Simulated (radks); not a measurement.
# Dy⁵⁰⁺ in [He] 2s2 2p5.5 3s2 3p4 4p0.5: an all-electron calculation

The task here is to estimate one member of a computed series from the others.

Method: Dirac Kohn-Sham, PBE, spin-unpolarised, spherical densities, point nucleus; open shells are shared between the two j in proportion to 2j + 1. Code: radks (a radial shooting solver on a logarithmic mesh, Libxc functionals) version 1.

## The atom as given

```
element       : dysprosium (Z = 66)
charge        : +50
electrons     : 16
configuration : [He] 2s2 2p5.5 3s2 3p4 4p0.5
```

Set-up of the first run:

Input:

```text
Z 66
configuration [He] 2s2 2p5.5 3s2 3p4 4p0.5
relativity Dirac
functional pbe,pbe
spin unpolarised
j_filling average
nucleus point
c 137.035999084
```

On the command line:

```bash
> python run_ks.py task.json out
```

All runs below come from this command, one after another.

One table of the session follows, with a row left open; its other results are not shown here.

It belongs to the step «Orbitals and density». Sizes of the orbitals, from the radial functions (bohr):

```
level      <r>  outermost maximum (interpolated)  90 % within  nodes
1s1/2  0.02110                            0.0134       0.0382      0
2s1/2  0.08798                            0.0757        0.137      1
2p1/2  0.07326                            0.0569        0.121      0
2p3/2  0.08003                            0.0628        0.129      0
3s1/2        ?                                 ?            ?      ?
3p1/2   0.2019                             0.190        0.301      1
3p3/2   0.2122                             0.200        0.314      1
4p1/2   0.3934                             0.397        0.561      2
4p3/2   0.4073                             0.412        0.579      2
```

Estimate the missing values for 3s1/2.

**Answer.** <r>: 0.2142; outermost maximum (interpolated): 0.204; 90 % within: 0.312; nodes: 2. In the column «<r>» it lies between 3p3/2 (0.2122) and 4p1/2 (0.3934).
